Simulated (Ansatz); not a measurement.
# CH2BrIO2: one species, many methods

An exercise on one series of results from a longer session: the logs are not shown, and one member is left open.

Method: functionals in def2-TZVPP, the program's frozen cores in correlated methods; program: Ansatz 0.2.0, Gaussian basis.

Levels to be run: LDA (SPW92), PBE-D4, revPBE-D4, BLYP-D4, r2SCAN-D4, B97M-V, PBE0-D4, B3LYP-D4, r2SCANh-D4, r2SCAN0-D4, HSE06-D4, BHLYP-D4, CAM-B3LYP-D4, LC-ωPBE, ωB97X-V, ωB97M-V, B2PLYP, PBE-QIDH; CCSD(T)/def2-SVP; CCSD(T)/def2-TZVPP; MP2/def2-QZVPP; extrapolation to the limit; RPA on PBE.

**Structure used throughout**

All runs share one geometry, relaxed beforehand with PBE0-D4 in a triple-zeta def2 set. I takes the def2 core potential; no spin-orbit term is included.

SMILES `OC(O)(Br)I`, 7 atoms, charge 0, spin multiplicity 1.

Atoms are counted from 1 here; the program's logs count them from 0.

Bond lengths: O1–C2 1.361 Å, O1–H6 0.968 Å, C2–O3 1.362 Å, C2–Br4 1.961 Å, C2–I5 2.178 Å, O3–H7 0.967 Å. Angles: C2–O1–H6 107.7°, O1–C2–O3 113.9°, O1–C2–Br4 111.5°, O1–C2–I5 104.9°, O3–C2–Br4 105.0°, O3–C2–I5 111.9°, Br4–C2–I5 109.8°, C2–O3–H7 107.6°.

Set-up of the first run:

File in.yaml:

```yaml
crystal:
  periodic: [false, false, false]
  atoms:
    - {symbol: O, position_ang: [-0.717218, 0.148395, 0.988008]}
    - {symbol: C, position_ang: [-0.052253, 0.130803, -0.199842]}
    - {symbol: O, position_ang: [0.900900, -0.838974, -0.283810]}
    - {symbol: Br, position_ang: [-1.265899, -0.219578, -1.699505]}
    - {symbol: I, position_ang: [0.800981, 2.125828, -0.393395]}
    - {symbol: H, position_ang: [-1.133771, -0.717988, 1.104659]}
    - {symbol: H, position_ang: [1.528460, -0.696587, 0.438086]}
basis:
  gaussian: {orbitals: def2-TZVPP}
hamiltonian: {xc: lda}
output: {orbitals: {seedname: orbitals}}
```

The run is started by

```console
> ansatz run in.yaml --threads 4 --pin off --events-out ev --progress --plain --max-ram 10444MiB
```

Steps of the session up to this table: LDA; PBE-D4 (GGA); revPBE-D4 (GGA); BLYP-D4 (GGA); r2SCAN-D4 (meta-GGA); B97M-V (meta-GGA); B3LYP-D4 (hybrid); r2SCANh-D4 (hybrid); r2SCAN0-D4 (hybrid); HSE06-D4 (hybrid); BHLYP-D4 (hybrid); CAM-B3LYP-D4 (range-separated); LC-ωPBE (range-separated); ωB97X-V (range-separated); ωB97M-V (range-separated); B2PLYP (double hybrid); PBE-QIDH (double hybrid).

One of the session's tables, all rows but one given; the rest of the session is left out.

It belongs to the step «Orbital energies across the functionals». 

```
  functional  HOMO (eV)  LUMO (eV)  gap (eV)
 LDA (SPW92)      -6.50      -2.84      3.66
      PBE-D4          ?          ?         ?
   revPBE-D4      -6.27      -2.55      3.73
     BLYP-D4      -6.16      -2.55      3.61
   r2SCAN-D4      -6.63      -2.54      4.10
      B97M-V      -6.67      -2.42      4.25
     PBE0-D4      -7.52      -1.76      5.75
    B3LYP-D4      -7.27      -2.02      5.26
  r2SCANh-D4      -7.06      -2.21      4.85
  r2SCAN0-D4      -7.71      -1.72      5.99
    HSE06-D4      -7.12      -2.15      4.98
    BHLYP-D4      -8.54      -0.82      7.71
CAM-B3LYP-D4      -8.80      -0.71      8.09
     LC-ωPBE     -10.16       0.48     10.64
     ωB97X-V      -9.81       0.36     10.17
     ωB97M-V      -9.67       0.24      9.92
```

**Question.** Estimate the row for PBE-D4.

**Answer.** HOMO (eV): -6.33; LUMO (eV): -2.63; gap (eV): 3.70. In the column «HOMO (eV)» it lies between LDA (SPW92) (-6.50) and revPBE-D4 (-6.27).
